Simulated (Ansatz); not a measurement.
# AlGeH₅Si: single points with varied inputs

Aim: run AlGeH₅Si under a spread of inputs, and see what each costs and gives.

Program: Ansatz 0.2.0, Gaussian basis. Level of theory: the settings change from run to run. These are calculated values, not measurements.

**1. The molecule**

The structure was relaxed beforehand with PBE0-D4 in a triple-zeta def2 set.

8 atoms, charge 0, spin multiplicity 1.

Atoms are counted from 1 here; the program's logs count them from 0.

Bond lengths: Al1–Si2 2.417 Å, Al1–Ge3 2.450 Å, Al1–H4 1.585 Å, Si2–Ge3 2.442 Å, Si2–H5 1.490 Å, Si2–H6 1.490 Å, Ge3–H7 1.539 Å, Ge3–H8 1.539 Å. Angles: Si2–Al1–Ge3 60.2°, Si2–Al1–H4 150.9°, Ge3–Al1–H4 148.9°, Al1–Si2–Ge3 60.5°, Al1–Si2–H5 121.9°, Al1–Si2–H6 122.1°, Ge3–Si2–H5 116.5°, Ge3–Si2–H6 116.8°, H5–Si2–H6 110.2°, Al1–Ge3–Si2 59.2°, Al1–Ge3–H7 122.9°, Al1–Ge3–H8 123.3°, Si2–Ge3–H7 115.6°, Si2–Ge3–H8 115.9°, H7–Ge3–H8 109.8°.

**2. SPW92/def2-SVPD**

This run has atoms shaken by 0.15 Å.

in.yaml reads:

```yaml
crystal:
  periodic: [false, false, false]
  atoms:
    - {symbol: Al, position_ang: [-1.416867, -0.069116, -0.963801]}
    - {symbol: Si, position_ang: [0.219166, 1.114405, 0.282898]}
    - {symbol: Ge, position_ang: [0.588420, -1.189052, 0.312180]}
    - {symbol: H, position_ang: [-2.453320, -0.171746, -1.925202]}
    - {symbol: H, position_ang: [1.465974, 1.913775, -0.059071]}
    - {symbol: H, position_ang: [-0.082279, 1.963427, 1.459017]}
    - {symbol: H, position_ang: [1.650595, -1.941869, -0.311469]}
    - {symbol: H, position_ang: [0.117524, -1.808490, 1.750106]}
basis:
  gaussian: {orbitals: def2-SVPD}
hamiltonian: {xc: {name: SPW92}}
```

On the command line:

```bash
ansatz run in.yaml --threads 2 --pin off --events-out ev --progress --plain --max-ram 4352MiB
```

The program printed:

```text
Functional definition: SPW92
  name "SPW92"
  cite "Dirac, Proc. Camb. Phil. Soc. 26, 376 (1930) doi:10.1017/S0305004100016108"
  cite "Slater, Phys. Rev. 81, 385 (1951) doi:10.1103/PhysRev.81.385"
  cite "Perdew & Wang, Phys. Rev. B 45, 13244 (1992) doi:10.1103/PhysRevB.45.13244"
  exchange = slater_x
  correlation = pw_c
1186 factors; their error is unknown
mean field evaluation 1: about -70910.6243 eV, gradient 2.8e1 eV
mean field evaluation 2: about -70909.3410 eV, gradient 3.1e1 eV
mean field evaluation 4: about -70912.9748 eV, gradient 2.6e0 eV
mean field evaluation 8: about -70912.9417 eV, gradient 8.3e-2 eV
mean field evaluation 16: about -70912.9417 eV, gradient 4.4e-5 eV
mean field -70912.94168617 eV, -2606.0025404484 hartree, gradient 4.4e-5 eV, S^2 0.000000; 1 other end points of the search recorded, 0 dependent functions left out
reference -70912.94173068 eV, -2606.0025420842 hartree; 32, 32 occupied and 94, 94 virtual orbitals, 1186 factors
Total energy: -70912.94173068 eV, -2606.0025420842 hartree
```

It took 1.4 s on 2 threads of Arm Neoverse V1, shared host.

**3. PBE0-DH/aug-cc-pVDZ**

This run has charge -1, multiplicity 2, atoms shaken by 0.08 Å, the search for lower states set to light.

in.yaml reads:

```yaml
crystal:
  periodic: [false, false, false]
  atoms:
    - {symbol: Al, position_ang: [-1.126760, -0.166133, -1.036789]}
    - {symbol: Si, position_ang: [0.298101, 1.138861, 0.333358]}
    - {symbol: Ge, position_ang: [0.382223, -1.308150, 0.453435]}
    - {symbol: H, position_ang: [-2.572148, -0.376519, -2.076984]}
    - {symbol: H, position_ang: [1.373587, 2.102003, -0.413493]}
    - {symbol: H, position_ang: [-0.032831, 2.058005, 1.342643]}
    - {symbol: H, position_ang: [1.776411, -1.850482, -0.336489]}
    - {symbol: H, position_ang: [0.297333, -1.820626, 1.761152]}
basis:
  gaussian: {orbitals: aug-cc-pVDZ}
total_charge: -1
magnetization: {spin_polarized: true, initial_magnetization: 1}
hamiltonian: {xc: {name: PBE0-DH}}
scf: {lower_state_search: light}
output: {forces: true}
```

Same command.

The program printed, shortened:

```text
Functional definition: PBE0-DH
  name "PBE0-DH"
  cite "Brémond & Adamo, J. Chem. Phys. 135, 024106 (2011) doi:10.1063/1.3604569"
  cite "Perdew, Burke & Ernzerhof, Phys. Rev. Lett. 77, 3865 (1996) doi:10.1103/PhysRevLett.77.3865"
[...]
1378 factors; integrals over basis functions are off by at most 7.4e-4 eV
[...]
mean field -71052.72445100 eV, -2611.1394623079 hartree, gradient 7.4e-6 eV, S^2 0.761282; 0 other end points of the search recorded, 0 dependent functions left out
19 core orbitals not correlated: weight in the atoms' cores, before any rotation towards them, 1.000 or more for the frozen orbitals, at most 0.000 for the correlated occupied ones
reference -71052.72450526 eV, -2611.1394643017 hartree; 14, 13 occupied and 102, 103 virtual orbitals, 1378 factors
second order -11.14011555 eV of doubles, -0.00000000 eV of singles
[...]
Total energy: -71054.11701970 eV, -2611.1906382636 hartree
Atom 0 at    -1.126760    -0.166133    -1.036789 Å, force    -1.620589    -0.073587    -1.345469 eV/Å
Atom 1 at     0.298101     1.138861     0.333358 Å, force     1.158122     0.193441    -2.596943 eV/Å
Atom 2 at     0.382223    -1.308150     0.453435 Å, force     1.450091     0.829223    -3.630103 eV/Å
Atom 3 at    -2.572148    -0.376519    -2.076984 Å, force     1.138146     0.140330     1.015058 eV/Å
Atom 4 at     1.373587     2.102003    -0.413493 Å, force    -0.544667    -1.070091     0.588608 eV/Å
Atom 5 at    -0.032831     2.058005     1.342643 Å, force    -0.601356     1.037468     1.969121 eV/Å
Atom 6 at     1.776411    -1.850482    -0.336489 Å, force    -1.049257     0.281839     1.065928 eV/Å
Atom 7 at     0.297333    -1.820626     1.761152 Å, force     0.069510    -1.338622     2.933800 eV/Å
Dipole moment:     0.312685    -0.426138     0.591259 e Å
```

Run time: 27 s. Hardware: 2 threads of Arm Neoverse V1, shared host; peak memory 0.84 GiB.

Largest force 3.996 eV/Å, ⟨S²⟩ 0.761.

**4. rPW86-PBE/STO-3G**

Set apart from the defaults: relativity set to none.

in.yaml reads:

```yaml
crystal:
  periodic: [false, false, false]
  atoms:
    - {symbol: Al, position_ang: [-1.300185, -0.113455, -1.014969]}
    - {symbol: Si, position_ang: [0.264413, 1.238410, 0.237134]}
    - {symbol: Ge, position_ang: [0.464577, -1.194834, 0.295655]}
    - {symbol: H, position_ang: [-2.550964, -0.249201, -1.979330]}
    - {symbol: H, position_ang: [1.370560, 1.981638, -0.429280]}
    - {symbol: H, position_ang: [-0.114398, 1.911148, 1.511453]}
    - {symbol: H, position_ang: [1.741992, -1.773283, -0.338671]}
    - {symbol: H, position_ang: [0.216104, -1.857524, 1.662211]}
basis:
  gaussian: {orbitals: STO-3G}
hamiltonian: {xc: {name: rPW86-PBE}, pseudopotentials: {relativity: none}}
```

The command is unchanged.

The program printed:

```text
Functional definition: rPW86-PBE
  name "rPW86-PBE"
  cite "Murray, Lee & Langreth, J. Chem. Theory Comput. 5, 2754 (2009) doi:10.1021/ct900365q"
  cite "Perdew, Burke & Ernzerhof, Phys. Rev. Lett. 77, 3865 (1996) doi:10.1103/PhysRevLett.77.3865"
  parent pbe
  exchange = rpw86_x
  correlation = pbe_c
434 factors; integrals over basis functions are off by at most 6.3e-5 eV
mean field evaluation 1: about -69951.1646 eV, gradient 4.9e2 eV
mean field evaluation 2: about -70061.1016 eV, gradient 8.2e1 eV
mean field evaluation 4: about -68678.6510 eV, gradient 3.7e2 eV
mean field evaluation 8: about -70110.9024 eV, gradient 1.4e2 eV
mean field evaluation 16: about -70285.2253 eV, gradient 6.8e-3 eV
mean field -70285.22528341 eV, -2582.9343881285 hartree, gradient 1.3e-5 eV, S^2 0.000000; 0 other end points of the search recorded, 0 dependent functions left out
reference -70285.22536482 eV, -2582.9343911203 hartree; 32, 32 occupied and 9, 9 virtual orbitals, 434 factors
Total energy: -70285.22536482 eV, -2582.9343911203 hartree
```

Wall time 2.2 s (2 threads of Arm Neoverse V1, shared host).

**5. revPBE/STO-3G**

Set apart from the defaults: D3(BJ) with three-body dispersion, relativity set to none.

Changes to in.yaml since step 4:

```diff
@@ -13,2 +13,2 @@
   gaussian: {orbitals: STO-3G}
-hamiltonian: {xc: {name: rPW86-PBE}, pseudopotentials: {relativity: none}}
+hamiltonian: {xc: {name: revPBE}, dispersion: d3bjatm, pseudopotentials: {relativity: none}}
```

The command is unchanged.

The program printed:

```text
Functional definition: revPBE
  name "revPBE"
  cite "Zhang & Yang, Phys. Rev. Lett. 80, 890 (1998) doi:10.1103/PhysRevLett.80.890"
  cite "Perdew, Burke & Ernzerhof, Phys. Rev. Lett. 77, 3865 (1996) doi:10.1103/PhysRevLett.77.3865"
  parameter kappa = 1.245
  parameter beta = 0.06672455060314922
  exchange = pbe_x(kappa = kappa, mu = beta*pi^2/3)
  correlation = pbe_c(beta = beta)
434 factors; integrals over basis functions are off by at most 6.3e-5 eV
mean field evaluation 1: about -69984.3705 eV, gradient 4.4e2 eV
mean field evaluation 2: about -70032.1618 eV, gradient 8.0e1 eV
mean field evaluation 4: about -68791.0367 eV, gradient 4.8e2 eV
mean field evaluation 8: about -70080.2303 eV, gradient 1.3e2 eV
mean field evaluation 16: about -70241.8933 eV, gradient 2.2e-1 eV
mean field -70241.89383115 eV, -2581.3419866291 hartree, gradient 2.0e-5 eV, S^2 0.000000; 0 other end points of the search recorded, 0 dependent functions left out
reference -70241.89385874 eV, -2581.3419876431 hartree; 32, 32 occupied and 9, 9 virtual orbitals, 434 factors
Total energy: -70242.27734562 eV, -2581.3560805259 hartree
```

It took 0.95 s on 2 threads of Arm Neoverse V1, shared host.

**6. PBE-QIDH/cc-pVDZ**

Options: charge -1, multiplicity 2, atoms shaken by 0.08 Å, a point charge of 1.00 e beside it, high accuracy.

in.yaml reads:

```yaml
crystal:
  periodic: [false, false, false]
  atoms:
    - {symbol: Al, position_ang: [-1.251851, -0.144270, -1.031635]}
    - {symbol: Si, position_ang: [0.241702, 1.343847, 0.188681]}
    - {symbol: Ge, position_ang: [0.348341, -1.102342, 0.255920]}
    - {symbol: H, position_ang: [-2.613751, -0.405431, -1.897042]}
    - {symbol: H, position_ang: [1.391447, 1.961637, -0.446144]}
    - {symbol: H, position_ang: [-0.165623, 2.013527, 1.464275]}
    - {symbol: H, position_ang: [1.731098, -1.927439, -0.253112]}
    - {symbol: H, position_ang: [0.211884, -1.790984, 1.664555]}
basis:
  gaussian: {orbitals: cc-pVDZ, point_charges: [{charge: 1.00, position_ang: [4.930, -0.603, -0.822]}]}
total_charge: -1
magnetization: {spin_polarized: true, initial_magnetization: 1}
hamiltonian: {xc: {name: PBE-QIDH}}
accuracy: high
output: {forces: true}
```

Launched as before.

The program printed, shortened:

```text
Functional definition: PBE-QIDH
  name "PBE-QIDH"
  cite "Brémond, Sancho-García, Pérez-Jiménez & Adamo, J. Chem. Phys. 141, 031101 (2014) doi:10.1063/1.4890314"
  cite "Perdew, Burke & Ernzerhof, Phys. Rev. Lett. 77, 3865 (1996) doi:10.1103/PhysRevLett.77.3865"
[...]
1991 factors; integrals over basis functions are off by at most 4.4e-9 eV
[...]
mean field -71043.24969736 eV, -2610.7912715336 hartree, gradient 7.3e-8 eV, S^2 0.764634; 0 other end points of the search recorded, 0 dependent functions left out
19 core orbitals not correlated: weight in the atoms' cores, before any rotation towards them, 1.000 or more for the frozen orbitals, at most 0.000 for the correlated occupied ones
reference -71043.24969863 eV, -2610.7912715806 hartree; 14, 13 occupied and 55, 56 virtual orbitals, 1991 factors
second order -9.27031368 eV of doubles, -0.00000000 eV of singles
[...]
Total energy: -71046.33980319 eV, -2610.9048308287 hartree
Atom 0 at    -1.251851    -0.144270    -1.031635 Å, force    -1.362392     0.759590    -1.368203 eV/Å
Atom 1 at     0.241702     1.343847     0.188681 Å, force    -1.314753    -1.113377    -0.049771 eV/Å
Atom 2 at     0.348341    -1.102342     0.255920 Å, force     1.967401    -1.590009     1.028561 eV/Å
Atom 3 at    -2.613751    -0.405431    -1.897042 Å, force     0.382457     0.167677     0.290691 eV/Å
Atom 4 at     1.391447     1.961637    -0.446144 Å, force     0.907417     0.727907    -0.196176 eV/Å
Atom 5 at    -0.165623     2.013527     1.464275 Å, force     0.401551     0.225872     0.104868 eV/Å
Atom 6 at     1.731098    -1.927439    -0.253112 Å, force    -0.482366     0.669169     0.247160 eV/Å
Atom 7 at     0.211884    -1.790984     1.664555 Å, force     0.119395     0.189352    -0.168035 eV/Å
Dipole moment:    -0.231434     0.015982     0.305319 e Å
```

It took 38 s on 2 threads of Arm Neoverse V1, shared host; peak memory 0.56 GiB.

Largest force 2.731 eV/Å, ⟨S²⟩ 0.765.

**7. CCSD(T)/6-31G***

Options: high accuracy, the search for lower states set to light.

in.yaml reads:

```yaml
crystal:
  periodic: [false, false, false]
  atoms:
    - {symbol: Al, position_ang: [-1.300185, -0.113455, -1.014969]}
    - {symbol: Si, position_ang: [0.264413, 1.238410, 0.237134]}
    - {symbol: Ge, position_ang: [0.464577, -1.194834, 0.295655]}
    - {symbol: H, position_ang: [-2.550964, -0.249201, -1.979330]}
    - {symbol: H, position_ang: [1.370560, 1.981638, -0.429280]}
    - {symbol: H, position_ang: [-0.114398, 1.911148, 1.511453]}
    - {symbol: H, position_ang: [1.741992, -1.773283, -0.338671]}
    - {symbol: H, position_ang: [0.216104, -1.857524, 1.662211]}
basis:
  gaussian: {orbitals: "6-31G*"}
hamiltonian: {xc: {name: HF}}
correlation: {method: ccsd_t}
accuracy: high
scf: {lower_state_search: light}
```

Same command.

The program printed, shortened:

```text
Functional definition: HF
  name "HF"
  cite "Fock, Z. Phys. 61, 126 (1930) doi:10.1007/BF01340294"
  parent pbe
[...]
1702 factors; integrals over basis functions are off by at most 4.2e-9 eV
[...]
mean field -70987.61319031 eV, -2608.7466676116 hartree, gradient 3.1e-8 eV, S^2 0.000000; 0 other end points of the search recorded, 0 dependent functions left out
19 core orbitals not correlated: weight in the atoms' cores, before any rotation towards them, 1.000 or more for the frozen orbitals, at most 0.000 for the correlated occupied ones
reference -70987.61319031 eV, -2608.7466676116 hartree; 13, 13 occupied and 51, 51 virtual orbitals, 1702 factors
second order -10.50729785 eV of doubles, -0.00000000 eV of singles
cycle   1  -10.79059845 eV  change   -2.8e-1 eV  update   9.9e-2
[...]
cycle  22  -11.35564933 eV  change   -1.1e-9 eV  update   1.7e-9
perturbative correction -0.33154923 eV, -0.0121842095 hartree
Total energy: -70999.30038887 eV, -2609.1761642368 hartree
```

It took 7 s on 2 threads of Arm Neoverse V1, shared host; peak memory 0.36 GiB.

T1 0.014.

**8. wB97/aug-cc-pVDZ**

Set apart from the defaults: atoms shaken by 0.08 Å.

in.yaml reads:

```yaml
crystal:
  periodic: [false, false, false]
  atoms:
    - {symbol: Al, position_ang: [-1.290648, -0.126151, -1.017808]}
    - {symbol: Si, position_ang: [0.254061, 1.125879, 0.387119]}
    - {symbol: Ge, position_ang: [0.391121, -1.109993, 0.242780]}
    - {symbol: H, position_ang: [-2.595215, -0.337075, -2.056272]}
    - {symbol: H, position_ang: [1.210704, 2.035187, -0.220305]}
    - {symbol: H, position_ang: [0.053194, 1.975475, 1.535343]}
    - {symbol: H, position_ang: [1.764903, -1.854518, -0.240914]}
    - {symbol: H, position_ang: [0.320457, -1.875496, 1.758504]}
basis:
  gaussian: {orbitals: aug-cc-pVDZ}
hamiltonian: {xc: {name: wB97}}
```

Same command.

The program printed, shortened:

```text
Functional definition: wB97
  name "wB97"
  cite "Chai & Head-Gordon, J. Chem. Phys. 128, 084106 (2008) doi:10.1063/1.2834918"
  cite "Becke, J. Chem. Phys. 107, 8554 (1997) doi:10.1063/1.475007"
[...]
  # The coefficients of nought are those of the uniform gas.
[...]
      + integral(e_c_pw_opposite_spin*poly(b97_u_opposite, 1, cos1, cos2, cos3, cos4))
1418 factors; their error is unknown
689 factors; integrals over basis functions are off by at most 1.1e-5 eV
[...]
mean field -71074.38052391 eV, -2611.9353083081 hartree, gradient 3.2e-5 eV, S^2 0.000000; 0 other end points of the search recorded, 0 dependent functions left out
reference -71074.38050536 eV, -2611.9353076265 hartree; 32, 32 occupied and 103, 103 virtual orbitals, 1418 factors
Total energy: -71074.38050536 eV, -2611.9353076265 hartree
```

Run time: 9 s. Hardware: 2 threads of Arm Neoverse V1, shared host; peak memory 0.37 GiB.

**9. PBE-QIDH/aug-cc-pVDZ**

This run has finite nuclei.

in.yaml reads:

```yaml
crystal:
  periodic: [false, false, false]
  atoms:
    - {symbol: Al, position_ang: [-1.300185, -0.113455, -1.014969]}
    - {symbol: Si, position_ang: [0.264413, 1.238410, 0.237134]}
    - {symbol: Ge, position_ang: [0.464577, -1.194834, 0.295655]}
    - {symbol: H, position_ang: [-2.550964, -0.249201, -1.979330]}
    - {symbol: H, position_ang: [1.370560, 1.981638, -0.429280]}
    - {symbol: H, position_ang: [-0.114398, 1.911148, 1.511453]}
    - {symbol: H, position_ang: [1.741992, -1.773283, -0.338671]}
    - {symbol: H, position_ang: [0.216104, -1.857524, 1.662211]}
basis:
  gaussian: {orbitals: aug-cc-pVDZ, nuclear_model: gaussian}
hamiltonian: {xc: {name: PBE-QIDH}}
output: {forces: true}
```

Same command.

The program printed, shortened:

```text
Functional definition: PBE-QIDH
  name "PBE-QIDH"
  cite "Brémond, Sancho-García, Pérez-Jiménez & Adamo, J. Chem. Phys. 141, 031101 (2014) doi:10.1063/1.4890314"
  cite "Perdew, Burke & Ernzerhof, Phys. Rev. Lett. 77, 3865 (1996) doi:10.1103/PhysRevLett.77.3865"
[...]
1378 factors; integrals over basis functions are off by at most 6.3e-4 eV
[...]
mean field -71039.64103069 eV, -2610.6586554797 hartree, gradient 5.8e-6 eV, S^2 0.000000; 0 other end points of the search recorded, 0 dependent functions left out
19 core orbitals not correlated: weight in the atoms' cores, before any rotation towards them, 1.000 or more for the frozen orbitals, at most 0.000 for the correlated occupied ones
reference -71039.64105669 eV, -2610.6586564351 hartree; 13, 13 occupied and 103, 103 virtual orbitals, 1378 factors
second order -9.21002021 eV of doubles, -0.00000000 eV of singles
[...]
Total energy: -71042.71106342 eV, -2610.7714771018 hartree
Atom 0 at    -1.300185    -0.113455    -1.014969 Å, force    -0.178593    -0.045452    -0.135067 eV/Å
Atom 1 at     0.264413     1.238410     0.237134 Å, force     0.071677     0.102768     0.055745 eV/Å
Atom 2 at     0.464577    -1.194834     0.295655 Å, force     0.152394    -0.180751     0.106752 eV/Å
Atom 3 at    -2.550964    -0.249201    -1.979330 Å, force     0.028564     0.005217     0.022544 eV/Å
Atom 4 at     1.370560     1.981638    -0.429280 Å, force     0.036481     0.007963    -0.032133 eV/Å
Atom 5 at    -0.114398     1.911148     1.511453 Å, force    -0.024040     0.003859     0.042947 eV/Å
Atom 6 at     1.741992    -1.773283    -0.338671 Å, force    -0.086716     0.050502     0.028964 eV/Å
Atom 7 at     0.216104    -1.857524     1.662211 Å, force     0.000233     0.055893    -0.089753 eV/Å
Dipole moment:    -0.178839     0.004173    -0.135458 e Å
```

It took 15 s on 2 threads of Arm Neoverse V1, shared host; peak memory 0.51 GiB.

Largest force 0.259 eV/Å, dipole 1.08 D.

**10. B3LYP5/def2-TZVPD**

Set apart from the defaults: charge -1, multiplicity 2.

Changes to in.yaml since step 9:

```diff
@@ -12,4 +12,6 @@
 basis:
-  gaussian: {orbitals: aug-cc-pVDZ, nuclear_model: gaussian}
-hamiltonian: {xc: {name: PBE-QIDH}}
+  gaussian: {orbitals: def2-TZVPD}
+total_charge: -1
+magnetization: {spin_polarized: true, initial_magnetization: 1}
+hamiltonian: {xc: {name: B3LYP5}}
 output: {forces: true}
```

The command is unchanged.

The program printed, shortened:

```text
Functional definition: B3LYP5
  name "B3LYP5"
  cite "Stephens, Devlin, Chabalowski & Frisch, J. Phys. Chem. 98, 11623 (1994) doi:10.1021/j100096a001"
  cite "Becke, Phys. Rev. A 38, 3098 (1988) doi:10.1103/PhysRevA.38.3098"
  cite "Lee, Yang & Parr, Phys. Rev. B 37, 785 (1988) doi:10.1103/PhysRevB.37.785"
  cite "Vosko, Wilk & Nusair, Can. J. Phys. 58, 1200 (1980) doi:10.1139/p80-159"
[...]
1238 factors; their error is unknown
[...]
mean field -71070.01754559 eV, -2611.7749718122 hartree, gradient 5.1e-5 eV, S^2 0.756178; 0 other end points of the search recorded, 0 dependent functions left out
[...]
reference -71070.01785309 eV, -2611.7749831129 hartree; 33, 32 occupied and 152, 153 virtual orbitals, 1238 factors
Total energy: -71070.01785309 eV, -2611.7749831129 hartree
Atom 0 at    -1.300185    -0.113455    -1.014969 Å, force     0.226379     0.142597     0.183547 eV/Å
Atom 1 at     0.264413     1.238410     0.237134 Å, force    -0.655535    -0.379708    -0.520619 eV/Å
Atom 2 at     0.464577    -1.194834     0.295655 Å, force    -0.662402     0.282973    -0.499727 eV/Å
Atom 3 at    -2.550964    -0.249201    -1.979330 Å, force    -0.116604    -0.029334    -0.089680 eV/Å
Atom 4 at     1.370560     1.981638    -0.429280 Å, force     0.259953     0.246893     0.206991 eV/Å
Atom 5 at    -0.114398     1.911148     1.511453 Å, force     0.256460     0.243729     0.208838 eV/Å
Atom 6 at     1.741992    -1.773283    -0.338671 Å, force     0.463404    -0.248386     0.103497 eV/Å
Atom 7 at     0.216104    -1.857524     1.662211 Å, force     0.228344    -0.258765     0.407153 eV/Å
Dipole moment:     0.415246    -0.265555     0.308276 e Å
```

Wall time 12 s (2 threads of Arm Neoverse V1, shared host); peak memory 0.7 GiB.

Largest force 0.919 eV/Å, ⟨S²⟩ 0.756.

**11. The runs in one table**

| level | charge | multiplicity | geometry | functions | energy (eV) | time |
| --- | --- | --- | --- | --- | --- | --- |
| SPW92/def2-SVPD | 0 | 1 | shaken | 126 | -70912.942 | 1.4 s |
| PBE0-DH/aug-cc-pVDZ | -1 | 2 | shaken | 135 | -71054.117 | 27 s |
| rPW86-PBE/STO-3G | 0 | 1 | relaxed | 41 | -70285.225 | 2.2 s |
| revPBE/STO-3G | 0 | 1 | relaxed | 41 | -70242.277 | 0.95 s |
| PBE-QIDH/cc-pVDZ | -1 | 2 | shaken, point charge | 88 | -71046.340 | 38 s |
| CCSD(T)/6-31G* | 0 | 1 | relaxed | 83 | -70999.300 | 7 s |
| wB97/aug-cc-pVDZ | 0 | 1 | shaken | 135 | -71074.381 | 9 s |
| PBE-QIDH/aug-cc-pVDZ | 0 | 1 | relaxed | 135 | -71042.711 | 15 s |
| B3LYP5/def2-TZVPD | -1 | 2 | relaxed | 185 | -71070.018 | 12 s |

**12. What came out**

```
                                         quantity                   value
                                             runs                       9
                                         quickest   revPBE/STO-3G, 0.95 s
                                          slowest  PBE-QIDH/cc-pVDZ, 38 s
spread of total energies, same state and geometry                800.4 eV
```

**Reading.** PBE-QIDH/cc-pVDZ took 40 times as long as revPBE/STO-3G. The jobs differ in tasks and options as well as level. Total energies at one charge and spin differ by 800 eV between levels, so only differences within one level mean anything. At the PBE0-D4/def2-TZVP geometry and in the same state, runs without warnings or point charges leave forces up to 0.26 eV/Å (PBE-QIDH/aug-cc-pVDZ).
